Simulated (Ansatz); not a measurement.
# C2H7GaO3: how energies converge with the basis set

An exercise on one series of results from a longer session: the logs are not shown, and one member is left open.

Computed with Ansatz 0.2.0, Gaussian basis. Level: one geometry, several basis sets.

Plan: PBE0-D4/def2-SVP; ωB97M-V/def2-SVP; PBE0-D4/def2-QZVPP; ωB97M-V/def2-QZVPP; the functionals' def2-TZVPP values are taken from earlier runs.

### Structure used throughout

All runs share one geometry, relaxed beforehand with PBE0-D4 in a triple-zeta def2 set.

SMILES `C[O][Ga]([OH])[O]C`, 13 atoms, charge 0, spin multiplicity 1.

Atoms are counted from 1 here; the program's logs count them from 0.

Bond lengths: C1–O2 1.406 Å, C1–H7 1.094 Å, C1–H8 1.097 Å, C1–H9 1.097 Å, O2–Ga3 1.778 Å, Ga3–O4 1.769 Å, Ga3–O5 1.769 Å, O4–H10 0.960 Å, O5–C6 1.406 Å, C6–H11 1.094 Å, C6–H12 1.097 Å, C6–H13 1.097 Å. Angles: O2–C1–H7 108.3°, O2–C1–H8 112.8°, O2–C1–H9 112.1°, H7–C1–H8 107.7°, H7–C1–H9 107.7°, H8–C1–H9 108.0°, C1–O2–Ga3 125.9°, O2–Ga3–O4 117.0°, O2–Ga3–O5 126.1°, O4–Ga3–O5 116.8°, Ga3–O4–H10 112.0°, Ga3–O5–C6 125.0°, O5–C6–H11 108.1°, O5–C6–H12 112.2°, O5–C6–H13 112.9°, H11–C6–H12 107.7°, H11–C6–H13 107.7°, H12–C6–H13 108.1°.

Set-up of the first run:

Contents of in.yaml:

```yaml
crystal:
  periodic: [false, false, false]
  atoms:
    - {symbol: C, position_ang: [0.348098, -1.358372, 1.312106]}
    - {symbol: O, position_ang: [1.329715, -0.709955, 0.542713]}
    - {symbol: Ga, position_ang: [1.037183, 0.563806, -0.662661]}
    - {symbol: O, position_ang: [2.453769, 1.240420, -1.477803]}
    - {symbol: O, position_ang: [-0.539185, 1.220400, -1.124398]}
    - {symbol: C, position_ang: [-1.774242, 0.793331, -0.606159]}
    - {symbol: H, position_ang: [0.821875, -2.190160, 1.841439]}
    - {symbol: H, position_ang: [-0.465317, -1.770568, 0.703154]}
    - {symbol: H, position_ang: [-0.093855, -0.692456, 2.063188]}
    - {symbol: H, position_ang: [3.270479, 0.838826, -1.172063]}
    - {symbol: H, position_ang: [-2.547882, 1.477984, -0.965039]}
    - {symbol: H, position_ang: [-2.038004, -0.216056, -0.944505]}
    - {symbol: H, position_ang: [-1.802623, 0.802820, 0.490016]}
basis:
  gaussian: {orbitals: def2-SVP}
hamiltonian: {xc: pbe0, dispersion: d4}
output: {orbitals: {seedname: orbitals}}
```

Launch:

```
ansatz run in.yaml --threads 4 --pin off --events-out ev --progress --plain --max-ram 11315MiB
```

Steps of the session up to this table: PBE0-D4 in def2-SVP; ωB97M-V in def2-SVP; PBE0-D4 in def2-QZVPP; ωB97M-V in def2-QZVPP.

One table of the session follows, with a row left open; its other results are not shown here.

It belongs to the step «Density functionals: the series». 

```
functional       basis  HOMO (eV)
   PBE0-D4    def2-SVP          ?
   PBE0-D4  def2-TZVPP      -7.93
   PBE0-D4  def2-QZVPP      -7.97
   ωB97M-V    def2-SVP     -10.18
   ωB97M-V  def2-TZVPP     -10.35
   ωB97M-V  def2-QZVPP     -10.40
```

Q: Estimate the row for PBE0-D4, def2-SVP from the others.

**Answer.** HOMO (eV): -7.77. In the column «HOMO (eV)» it is the highest.
